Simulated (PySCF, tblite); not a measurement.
**AlFH2O2, a small molecule taken as a stand-in for a surface group (alumina monomer): NMR shifts, core binding energies and electronic excitations**

Wanted: the NMR shifts, core binding energies and electronic excitations for `[OH][Al]([OH])[F]`.

Programs: tblite 0.8.0 and PySCF 2.14.0. All values are calculated, for the isolated system unless a continuum is named. Atoms count from 0, parts from 1.

### 1 The system as given

6 atoms, charge 0, multiplicity 1; geometry: distance geometry start.

### 2 Relaxing the cluster with GFN2-xTB

What the job is given:

```
{"job": {"kind": "relax", "xc": "GFN2-xTB", "basis": "xTB"}, "charge": 0, "multiplicity": 1}
O     -1.103490    -0.901086     1.358643
Al     0.698631    -0.719361     0.992557
O      1.204718    -1.056046    -0.773407
F      1.800583    -1.334358     2.264808
H     -1.822971    -0.288737     1.068686
H      2.029472    -0.707645    -1.187650
```

Level: GFN2-xTB geometry optimisation, gas phase.

The run is started by

```console
$ OMP_NUM_THREADS=1 python cluster_run.py task.json out
```

This one command runs all jobs of the session in turn.

Standard output:

```text
step      E/eV     max force
  0    -410.89468    3.340
  1    -411.35905    2.718
  2    -412.20778    0.860
  3    -412.26146    0.461
  4    -412.26533    0.274
  5    -412.27275    0.331
  6    -412.28175    0.273
  7    -412.28374    0.218
  8    -412.28720    0.244
  9    -412.29075    0.376
 10    -412.29682    0.494
 11    -412.30149    0.349
 12    -412.30368    0.133
 13    -412.30444    0.107
 14    -412.30563    0.163
 15    -412.30757    0.261
 16    -412.30922    0.125
 17    -412.31009    0.160
 18    -412.31047    0.081
 19    -412.31076    0.040
 20    -412.31079    0.031
 21    -412.31087    0.025
 22    -412.31093    0.034
 23    -412.31099    0.027
 24    -412.31101    0.011
 25    -412.31101    0.009
 26    -412.31102    0.010
 27    -412.31103    0.015
 28    -412.31105    0.021
 29    -412.31107    0.019
 30    -412.31108    0.008
```

It took 0.22 s on 1 thread of Intel Xeon at 2.60GHz, shared host.

Along the way:

| step | energy from step 0 (eV) | largest force (eV/Å) |
| --- | --- | --- |
| 0 | 0.0000 | 3.3400 |
| 1 | -0.4644 | 2.7176 |
| 2 | -1.3131 | 0.8604 |
| 3 | -1.3668 | 0.4612 |
| 4 | -1.3707 | 0.2740 |
| 5 | -1.3781 | 0.3306 |
| 6 | -1.3871 | 0.2730 |
| 7 | -1.3891 | 0.2181 |
| 8 | -1.3925 | 0.2439 |
| 9 | -1.3961 | 0.3761 |
| 10 | -1.4021 | 0.4936 |
| 11 | -1.4068 | 0.3490 |
| 12 | -1.4090 | 0.1335 |
| 13 | -1.4098 | 0.1073 |
| 14 | -1.4110 | 0.1634 |
| 15 | -1.4129 | 0.2612 |
| 16 | -1.4145 | 0.1255 |
| 17 | -1.4154 | 0.1597 |
| 18 | -1.4158 | 0.0810 |
| 19 | -1.4161 | 0.0406 |
| 20 | -1.4161 | 0.0309 |
| 21 | -1.4162 | 0.0251 |
| 22 | -1.4162 | 0.0338 |
| 23 | -1.4163 | 0.0269 |
| 24 | -1.4163 | 0.0119 |
| 25 | -1.4163 | 0.0093 |
| 26 | -1.4163 | 0.0100 |
| 27 | -1.4164 | 0.0144 |
| 28 | -1.4164 | 0.0216 |
| 29 | -1.4164 | 0.0193 |
| 30 | -1.4164 | 0.0079 |

Distances of close pairs at the start and the end, largest changes first:

| bond | before (Å) | after (Å) | change (Å) |
| --- | --- | --- | --- |
| Al1–O2 | 1.868 | 1.651 | -0.216 |
| O0–Al1 | 1.848 | 1.643 | -0.205 |
| Al1–F3 | 1.792 | 1.649 | -0.143 |
| O0–H4 | 0.988 | 0.947 | -0.042 |
| O2–H5 | 0.987 | 0.947 | -0.039 |

### 3 Geometry optimisation at PBE0-D3(BJ)/def2-SVP

What the job is given:

```
{"job": {"xc": "PBE0", "basis": "def2-SVP", "d3": "d3bj", "grid": 2, "kind": "geom", "shake": 0.01}, "charge": 0, "multiplicity": 1}
O     -1.364679     0.128985     0.758151
Al     0.173024    -0.082831     0.304518
O      0.686193     0.043985    -1.261879
F      1.262800    -0.450058     1.517126
H     -2.246293     0.356938     0.403568
H      1.509997    -0.029025    -1.744573
```

Standard output:

```text
step   0  E = -493.45749246  max force = 0.061082
step   1  E = -493.46193674  max force = 0.009403
step   2  E = -493.46214802  max force = 0.002007
step   3  E = -493.46218203  max force = 0.001342
step   4  E = -493.46221488  max force = 0.001679
step   5  E = -493.46222004  max force = 0.000981
step   6  E = -493.46222382  max force = 0.000267
optimisation converged
```

Run time: 14 s. Hardware: 1 thread of Intel Xeon at 2.60GHz, shared host; peak memory 0.36 GiB.

Step by step:

| step | energy from step 0 (eV) | largest force component (eV/Å) |
| --- | --- | --- |
| 0 | 0.0000 | 3.1410 |
| 1 | -0.1209 | 0.4835 |
| 2 | -0.1267 | 0.1032 |
| 3 | -0.1276 | 0.0690 |
| 4 | -0.1285 | 0.0863 |
| 5 | -0.1286 | 0.0504 |
| 6 | -0.1287 | 0.0137 |

Close pairs (by a distance rule), those that changed most:

| bond | before (Å) | after (Å) | change (Å) |
| --- | --- | --- | --- |
| O0–Al1 | 1.617 | 1.686 | +0.069 |
| Al1–O2 | 1.653 | 1.690 | +0.037 |
| O0–H4 | 0.977 | 0.958 | -0.019 |
| Al1–F3 | 1.671 | 1.656 | -0.015 |
| O2–H5 | 0.958 | 0.958 | +0.001 |

The end geometry stands in the next job.

| at the end point | value |
| --- | --- |
| point group (found at 0.08 Å tolerance) | Cs |
| rotational constants (GHz, main isotopes) | 6.583, 6.506, 3.272 |
| dipole moment (D) | 2.07 |

### 4 NMR shieldings: PBE0/pcSseg-2

What the job is given:

```
{"job": {"kind": "nmr", "xc": "PBE0", "basis": "pcSseg-2"}, "charge": 0, "multiplicity": 1}
O     -1.421090     0.148782     0.835824
Al     0.171551    -0.081177     0.331655
O      0.612111     0.044758    -1.294923
F      1.302162    -0.437140     1.488177
H     -2.146161     0.359529     0.246493
H      1.502549    -0.066819    -1.630553
```

With the program's defaults for keys left out, this is: GIAO PBE0/pcSseg-2 NMR shielding, non-relativistic, gas phase.

Standard output:

```text
coarse grid: 6128 points
cycle   1  E = -493.6340498455  dE =  2.911e-01  |g| = 1.202e+00  |ddm| = 1.933e+00
cycle   2  E = -493.2338556088  dE =  4.002e-01  |g| = 1.921e+00  |ddm| = 1.333e+00
cycle   3  E = -493.8793456980  dE = -6.455e-01  |g| = 7.678e-02  |ddm| = 8.711e-01
cycle   4  E = -493.8799640723  dE = -6.184e-04  |g| = 6.074e-02  |ddm| = 5.542e-02
cycle   5  E = -493.8804950424  dE = -5.310e-04  |g| = 9.013e-03  |ddm| = 2.366e-02
cycle   6  E = -493.8805070915  dE = -1.205e-05  |g| = 1.507e-03  |ddm| = 5.321e-03
cycle   7  E = -493.8805074819  dE = -3.904e-07  |g| = 3.497e-04  |ddm| = 9.145e-04
final grid: 56656 points
cycle   8  E = -493.8780525447  dE = -6.218e-05  |g| = 5.267e-03  |ddm| = 1.261e-02
cycle   9  E = -493.8780472362  dE =  5.308e-06  |g| = 7.607e-03  |ddm| = 4.977e-03
cycle  10  E = -493.8780567522  dE = -9.516e-06  |g| = 4.427e-04  |ddm| = 3.047e-03
cycle  11  E = -493.8780567744  dE = -2.218e-08  |g| = 2.263e-04  |ddm| = 2.081e-04
cycle  12  E = -493.8780567811  dE = -6.743e-09  |g| = 5.809e-05  |ddm| = 9.807e-05
cycle  13  E = -493.8780567816  dE = -4.713e-10  |g| = 5.622e-06  |ddm| = 2.269e-05
converged SCF energy = -493.8780567816

GIAO shielding tensors (ppm)
atom      isotropic    diamagn.    paramagn.     s11        s22        s33       span
  0 O      327.599     385.815     -58.216    307.601    309.111    366.084     58.482
  1 Al     477.752     792.142    -314.390    402.063    489.528    541.666    139.602
  2 O      320.328     387.199     -66.871    296.590    302.214    362.180     65.590
  3 F      386.191     466.965     -80.774    349.007    352.348    457.218    108.211
  4 H       30.148      31.268      -1.120     21.841     23.822     44.780     22.939
  5 H       30.067      31.026      -0.959     21.952     23.408     44.842     22.890
```

Run time: 13 s. Hardware: 1 thread of Intel Xeon at 2.60GHz, shared host; peak memory 0.72 GiB.

The references, computed at this level on geometries of the same kind, shield at (ppm): 1H TMS 31.25, 19F CFCl3 175.8, 17O H2O 328.2, 27Al AlH4- 485.2. Their shielding less the atom's gives the shift. The references are single molecules in the gas phase, so shifts against H2O, NH3, PH3, H3PO4 or CFCl3 are not on the usual liquid scales and can be off by tens of ppm. Shifts against hydride references such as AlH4− lie on their own scale.

| atoms | environment | σ (ppm) | δ (ppm) |
| --- | --- | --- | --- |
| H5 | hydrogen on an oxygen bonded to Al | 30.07 | 1.18 |
| H4 | hydrogen on an oxygen bonded to Al | 30.15 | 1.10 |
| O2 | oxygen bonded to Al, H | 320.3 | 7.8 |
| O0 | oxygen bonded to Al, H | 327.6 | 0.6 |
| Al1 | aluminium bonded to F, 2 O | 477.8 | 7.5 |
| F3 | fluorine bonded to Al | 386.2 | -210.4 |

The run also stored atomic charges by several schemes (e):

| atoms | Mulliken | IAO | Hirshfeld | ESP fit |
| --- | --- | --- | --- | --- |
| O0 | -0.63 | -0.84 | -0.39 | -0.83 |
| Al1 | 1.32 | 1.52 | 0.76 | 1.38 |
| O2 | -0.64 | -0.85 | -0.40 | -0.90 |
| F3 | -0.51 | -0.58 | -0.31 | -0.49 |

Mayer bond orders: O0–Al1 0.97, Al1–O2 0.94, Al1–F3 0.86.

### 5 Core holes by ΔSCF: SCAN, X2C

Settings changed since step 4:

```diff
@@ -1,2 +1,2 @@
-{"job": {"kind": "nmr", "xc": "PBE0", "basis": "pcSseg-2"}, "charge": 0, "multiplicity": 1}
+{"job": {"kind": "xps", "holes": 5}, "charge": 0, "multiplicity": 1}
 O     -1.421090     0.148782     0.835824
```

With the program's defaults for keys left out, this is: delta-SCF UKS SCAN, pcX-2 on the ionised atom, pcseg-1 elsewhere, spin-free X2C.

Standard output:

```text
ground state, core basis on atom 0 (O), 101 functions
  cycle   1  E = -494.32389905  |g| = 1.25e+00
  cycle   2  E = -493.54719678  |g| = 2.36e+00
  cycle   3  E = -494.59305027  |g| = 1.88e-01
  cycle   4  E = -494.59653326  |g| = 1.43e-01
  cycle   5  E = -494.59980377  |g| = 1.54e-02
  cycle   6  E = -494.59983923  |g| = 7.72e-03
  cycle   7  E = -494.59984590  |g| = 5.49e-03
  cycle   8  E = -494.59985026  |g| = 3.89e-04
  E(ground) = -494.62746610 Eh
hole in O 1s of atom 0
  cycle   1  E = -474.00226785  |g| = 2.22e+00
  cycle   2  E = -473.80464658  |g| = 2.05e+00
  cycle   3  E = -474.77377949  |g| = 3.35e-01
  cycle   4  E = -474.77841577  |g| = 2.60e-01
  cycle   5  E = -474.80124331  |g| = 3.33e-02
  cycle   6  E = -474.80164028  |g| = 5.70e-03
  cycle   7  E = -474.80164416  |g| = 4.95e-03
  cycle   8  E = -474.80165289  |g| = 1.70e-03
  cycle   9  E = -474.80165288  |g| = 2.01e-04
  E(ion) = -474.83111184 Eh   <S^2> = 0.7613   hole on atom = 1.000   binding energy = 538.686 eV
ground state, core basis on atom 1 (Al), 112 functions
  cycle   1  E = -494.65415508  |g| = 2.52e-01
  cycle   2  E = -494.65321318  |g| = 1.13e-01
  cycle   3  E = -494.65257647  |g| = 1.20e-01
  cycle   4  E = -494.65520369  |g| = 1.88e-02
  cycle   5  E = -494.65525267  |g| = 3.64e-03
  cycle   6  E = -494.65525411  |g| = 3.82e-04
  E(ground) = -494.64905243 Eh
hole in Al 2p of atom 1
  cycle   1  E = -491.38780496  |g| = 1.07e+00
  cycle   2  E = -491.37114823  |g| = 9.38e-01
  cycle   3  E = -491.54793498  |g| = 4.57e-01
  cycle   4  E = -491.62515468  |g| = 6.02e-02
  cycle   5  E = -491.62592959  |g| = 2.57e-02
  cycle   6  E = -491.62607811  |g| = 1.89e-02
  cycle   7  E = -491.62620296  |g| = 4.32e-03
  cycle   8  E = -491.62621027  |g| = 5.00e-04
  cycle   9  E = -491.62621052  |g| = 6.22e-04
  cycle  10  E = -491.62621093  |g| = 1.25e-04
  E(ion) = -491.62713588 Eh   <S^2> = 0.7527   hole on atom = 1.004   binding energy = 82.231 eV
  2p3/2 = 81.837 eV   2p1/2 = 82.356 eV
ground state, core basis on atom 2 (O), 101 functions
  cycle   1  E = -494.59884545  |g| = 1.04e-01
  cycle   2  E = -494.59789495  |g| = 8.88e-02
  cycle   3  E = -494.59863667  |g| = 5.97e-02
  cycle   4  E = -494.59925180  |g| = 4.56e-03
  cycle   5  E = -494.59925297  |g| = 1.66e-03
  cycle   6  E = -494.59925254  |g| = 8.36e-05
  E(ground) = -494.62732161 Eh
hole in O 1s of atom 2
  cycle   1  E = -473.99796705  |g| = 2.22e+00
  cycle   2  E = -473.73056101  |g| = 2.09e+00
  cycle   3  E = -474.74047045  |g| = 4.37e-01
  cycle   4  E = -474.72545582  |g| = 4.39e-01
  cycle   5  E = -474.79898847  |g| = 4.59e-02
  cycle   6  E = -474.79929665  |g| = 4.19e-02
  cycle   7  E = -474.79988774  |g| = 3.85e-03
  cycle   8  E = -474.79989329  |g| = 9.60e-04
  cycle   9  E = -474.79989412  |g| = 2.29e-04
  E(ion) = -474.82962233 Eh   <S^2> = 0.7612   hole on atom = 1.000   binding energy = 538.723 eV
ground state, core basis on atom 3 (F), 101 functions
  cycle   1  E = -494.60763095  |g| = 1.36e-01
  cycle   2  E = -494.60524886  |g| = 1.42e-01
  cycle   3  E = -494.60792164  |g| = 6.30e-02
  cycle   4  E = -494.60857392  |g| = 4.68e-03
  cycle   5  E = -494.60857731  |g| = 2.19e-03
  cycle   6  E = -494.60857960  |g| = 1.44e-04
  E(ground) = -494.64451625 Eh
hole in F 1s of atom 3
  cycle   1  E = -468.29186480  |g| = 2.58e+00
  cycle   2  E = -468.34166630  |g| = 2.07e+00
  cycle   3  E = -469.11968483  |g| = 3.81e-01
  cycle   4  E = -469.08285974  |g| = 4.60e-01
  cycle   5  E = -469.16769893  |g| = 4.50e-02
  cycle   6  E = -469.16786996  |g| = 4.32e-02
  cycle   7  E = -469.16858524  |g| = 3.24e-03
  cycle   8  E = -469.16859039  |g| = 1.04e-03
  cycle   9  E = -469.16859040  |g| = 2.34e-04
  E(ion) = -469.21261961 Eh   <S^2> = 0.7565   hole on atom = 1.000   binding energy = 692.037 eV
```

Run time: 14 s. Hardware: 1 thread of Intel Xeon at 2.60GHz, shared host; peak memory 0.44 GiB.

Binding energies by hole, beside the orbital energy of the ground state; the difference holds orbital relaxation and, for a density functional, its self-interaction error:

| hole | stands for | environment | ΔSCF (eV; 2p as the shell's mean) | −ε (eV) | ⟨S²⟩ |
| --- | --- | --- | --- | --- | --- |
| O1s on O0 | O0 | oxygen bonded to Al, H | 538.69 | 516.5 | 0.761 |
| Al2p on Al1 | Al1 | aluminium bonded to F, 2 O | 82.01 | 71.1 | 0.753 |
| O1s on O2 | O2 | oxygen bonded to Al, H | 538.72 | 516.6 | 0.761 |
| F1s on F3 | F3 | fluorine bonded to Al | 692.04 | 665.7 | 0.757 |

With the spin-orbit splitting: Al1 2p3/2 81.84, 2p1/2 82.36 eV. The table gives each 2p level as the mean over the whole 2p shell (two parts 2p3/2, one part 2p1/2), which differs a little from the single hole in the log.

### 6 Ultraviolet spectrum: CAM-B3LYP/def2-SVPD

Settings changed since step 5:

```diff
@@ -1,2 +1,2 @@
-{"job": {"kind": "xps", "holes": 5}, "charge": 0, "multiplicity": 1}
+{"job": {"kind": "uv", "xc": "CAM-B3LYP", "basis": "def2-SVPD", "nstates": 6, "ntriplets": 2, "ip": true}, "charge": 0, "multiplicity": 1}
 O     -1.421090     0.148782     0.835824
```

Method: TDDFT CAM-B3LYP/def2-SVPD, vertical, gas phase, core orbitals frozen in the response.

Standard output:

```text
coarse grid: 6128 points
cycle   1  E = -493.5156869085  dE =  1.938e-01  |g| = 1.068e+00  |ddm| = 2.614e+00
cycle   2  E = -493.3493235943  dE =  1.664e-01  |g| = 1.464e+00  |ddm| = 2.834e+00
cycle   3  E = -493.7295765623  dE = -3.803e-01  |g| = 4.308e-02  |ddm| = 1.548e+00
cycle   4  E = -493.7298722436  dE = -2.957e-04  |g| = 2.698e-02  |ddm| = 9.136e-02
cycle   5  E = -493.7299842116  dE = -1.120e-04  |g| = 8.684e-03  |ddm| = 2.185e-02
cycle   6  E = -493.7299984442  dE = -1.423e-05  |g| = 9.548e-04  |ddm| = 1.030e-02
cycle   7  E = -493.7299988220  dE = -3.777e-07  |g| = 1.303e-04  |ddm| = 2.548e-03
final grid: 56656 points
cycle   8  E = -493.8095908173  dE = -2.008e-05  |g| = 2.500e-03  |ddm| = 1.696e-02
cycle   9  E = -493.8095904082  dE =  4.090e-07  |g| = 3.198e-03  |ddm| = 3.579e-03
cycle  10  E = -493.8095919607  dE = -1.552e-06  |g| = 1.222e-04  |ddm| = 1.899e-03
cycle  11  E = -493.8095919660  dE = -5.249e-09  |g| = 8.049e-05  |ddm| = 2.280e-04
cycle  12  E = -493.8095919671  dE = -1.161e-09  |g| = 2.845e-05  |ddm| = 9.747e-05
cycle  13  E = -493.8095919673  dE = -1.813e-10  |g| = 4.014e-06  |ddm| = 2.635e-05
converged SCF energy = -493.8095919673

Static polarisability (au): isotropic 29.904, principal 26.900 30.231 32.581

Singlet excitations
state   eV       nm        f      main configurations
  1   7.0665    175.5   0.00009   H->L 0.92
  2   7.6428    162.2   0.11244   H-1->L 0.89
  3   7.7446    160.1   0.02421   H-2->L 0.90
  4   7.8584    157.8   0.08219   H-3->L 0.87
  5   9.1027    136.2   0.01848   H->L+1 0.63, H-1->L+3 0.19
  6   9.2056    134.7   0.03851   H->L+2 0.68, H-4->L 0.17

Triplet excitations (Tamm-Dancoff, eV): 6.7315 7.1386
Vertical ionisation energy (delta-SCF) = 12.3053 eV
Vertical electron affinity (delta-SCF) = -0.2480 eV
```

It took 35 s on 1 thread of Intel Xeon at 2.60GHz, shared host; peak memory 0.48 GiB.

Frontier orbitals and where they lie:

| orbital | eV | atoms |
| --- | --- | --- |
| HOMO−3 | -11.74 | O0 45 %, O2 36 %, Al1 10 % |
| HOMO−2 | -11.68 | O2 44 %, O0 38 %, F3 7 % |
| HOMO−1 | -11.55 | O2 48 %, O0 34 %, Al1 8 % |
| HOMO | -11.06 | O0 50 %, O2 36 %, Al1 7 % |
| LUMO | -0.42 | Al1 69 %, O2 10 %, O0 9 % |
| LUMO+1 | 1.48 | O2 29 %, O0 25 %, Al1 15 % |
| LUMO+2 | 1.52 | Al1 46 %, O2 20 %, O0 19 % |

With each of the 6 states as a Gaussian band of 0.4 eV half-width at 1/e, the curve within the window shown has maxima at 160 nm (ε 8,300), 135 nm (ε 2,300) L/(mol cm). Beyond the last state computed it falls off for lack of states. The curve at chosen wavelengths:

nm, ε (L/mol/cm) and a bar:
```
      130       1160 ####
      132       1830 #######
      135       2270 ########
      137       1980 #######
      140       1120 ####
      142        648 ##
      145        443 ##
      147        743 ###
      150       2032 #######
      152       3466 #############
      154       5170 ###################
      157       7450 ###########################
      159       8237 ##############################
      162       7879 #############################
      164       6785 #########################
      167       4597 #################
      169       3202 ############
      171       2068 ########
      174        941 ###
      176        514 ##
      179        186 #
      181         89 
      184         27 
      186         12 
      189          3 
      191          1
```

Ground-state properties from the same run:

| property | computed |
| --- | --- |
| dipole moment (D) | 1.98 |
| polarisability (Å³) | 4.43 |
| HOMO–LUMO gap (eV) | 10.64 |
| −ε(HOMO) (eV) | 11.06 |

### 7 Summary of results

| quantity | value |
| --- | --- |
| point group | Cs |
| rotational constants (main isotopes) | 6.58, 6.51, 3.27 GHz |
| 1H shifts against TMS (PBE0/pcSseg-2) | 1.18, 1.10 ppm |
| 17O shifts against H2O (PBE0/pcSseg-2) | 7.8, 0.6 ppm |
| 27Al shifts against AlH4- (PBE0/pcSseg-2) | 7.5 ppm |
| 19F shifts against CFCl3 (PBE0/pcSseg-2) | -210.4 ppm |
| O1s binding energies, SCAN/pcX-2 | O2 538.72, O0 538.69 eV |
| Al2p binding energies, SCAN/pcX-2 | Al1 82.01 eV |
| F1s binding energies, SCAN/pcX-2 | F3 692.04 eV |
| lowest singlet (CAM-B3LYP/def2-SVPD) | 7.07 eV (175 nm), f = 0.000 |
| brightest single state of those computed | state 2, 7.64 eV, f = 0.112 |
| lowest triplet | 6.73 eV |
| vertical ionisation energy (ΔSCF) | 12.31 eV |
| vertical electron affinity (ΔSCF) | -0.25 eV (unbound: the value hangs on the basis) |

In words: Relaxing lowered the energy by 0.129 eV in 6 steps; the close pair that moved most is O0–Al1, from 1.617 to 1.686 Å (PBE0/def2-SVP). At PBE0/pcSseg-2: The widest tensor belongs to Al1: span 140 ppm, with a paramagnetic part of -314 ppm. The O1s levels computed lie within 0.04 eV of one another, too close to rank. The lowest singlet, at 7.07 eV, is HOMO→LUMO 0.92 and is dark; of the 6 states computed, the strongest absorption comes from state 2 at 7.64 eV. The lowest triplet lies 0.33 eV below the lowest singlet (triplets in Tamm-Dancoff, singlets in full TDDFT). ΔSCF puts the ionisation energy at 12.31 eV, 1.24 eV above −ε(HOMO).
